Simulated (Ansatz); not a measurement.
# CH6FGaSn: how energies converge with the basis set

One table from this session's results is given with a row withheld; the runs are named, their logs left out.

Method: one geometry, several basis sets; program: Ansatz 0.2.0, Gaussian basis.

Plan: PBE0-D4/def2-SVP; ωB97M-V/def2-SVP; PBE0-D4/def2-QZVPP; ωB97M-V/def2-QZVPP; the functionals' def2-TZVPP values are taken from earlier runs.

### The geometry

All runs share one geometry, relaxed beforehand with PBE0-D4 in a triple-zeta def2 set. Sn takes the def2 core potential; no spin-orbit term is included.

SMILES `F[CH2][GaH][SnH3]`, 10 atoms, charge 0, spin multiplicity 1.

Atoms are counted from 1 here; the program's logs count them from 0.

Bond lengths: F1–C2 1.392 Å, C2–Ga3 1.994 Å, C2–H5 1.097 Å, C2–H6 1.097 Å, Ga3–Sn4 2.616 Å, Ga3–H7 1.576 Å, Sn4–H8 1.711 Å, Sn4–H9 1.710 Å, Sn4–H10 1.710 Å. Angles: F1–C2–Ga3 111.7°, F1–C2–H5 108.1°, F1–C2–H6 108.1°, Ga3–C2–H5 111.0°, Ga3–C2–H6 111.0°, H5–C2–H6 106.9°, C2–Ga3–Sn4 117.9°, C2–Ga3–H7 117.6°, Sn4–Ga3–H7 124.5°, Ga3–Sn4–H8 113.0°, Ga3–Sn4–H9 111.0°, Ga3–Sn4–H10 111.0°, H8–Sn4–H9 107.1°, H8–Sn4–H10 107.2°, H9–Sn4–H10 107.2°.

Set-up of the first run:

in.yaml reads:

```yaml
crystal:
  periodic: [false, false, false]
  atoms:
    - {symbol: F, position_ang: [-1.530158, 1.645003, 0.114927]}
    - {symbol: C, position_ang: [-0.576334, 1.660276, -0.898771]}
    - {symbol: Ga, position_ang: [0.655669, 0.097461, -0.774410]}
    - {symbol: Sn, position_ang: [0.272775, -1.609550, 1.170690]}
    - {symbol: H, position_ang: [-1.102825, 1.668975, -1.860702]}
    - {symbol: H, position_ang: [-0.022036, 2.603956, -0.829712]}
    - {symbol: H, position_ang: [1.794415, -0.023828, -1.856843]}
    - {symbol: H, position_ang: [1.393433, -2.902121, 1.156930]}
    - {symbol: H, position_ang: [0.405460, -0.843550, 2.693405]}
    - {symbol: H, position_ang: [-1.290388, -2.296612, 1.084476]}
basis:
  gaussian: {orbitals: def2-SVP}
hamiltonian: {xc: pbe0, dispersion: d4}
output: {orbitals: {seedname: orbitals}}
```

Steps of the session up to this table: PBE0-D4 in def2-SVP; ωB97M-V in def2-SVP; PBE0-D4 in def2-QZVPP; ωB97M-V in def2-QZVPP.

One table of the session follows, with a row left open; its other results are not shown here.

It belongs to the step «Density functionals: the series». 

| functional | basis | HOMO (eV) | LUMO (eV) |
| --- | --- | --- | --- |
| PBE0-D4 | def2-SVP | -7.25 | -2.06 |
| PBE0-D4 | def2-TZVPP | -7.30 | -2.10 |
| PBE0-D4 | def2-QZVPP | -7.31 | -2.12 |
| ωB97M-V | def2-SVP | -9.24 | -0.34 |
| ωB97M-V | def2-TZVPP | -9.31 | -0.41 |
| ωB97M-V | def2-QZVPP | ? | ? |

**Question.** Estimate the row for ωB97M-V, def2-QZVPP.

The run gave: HOMO (eV): -9.33; LUMO (eV): -0.50. In the column «HOMO (eV)» it is the lowest.
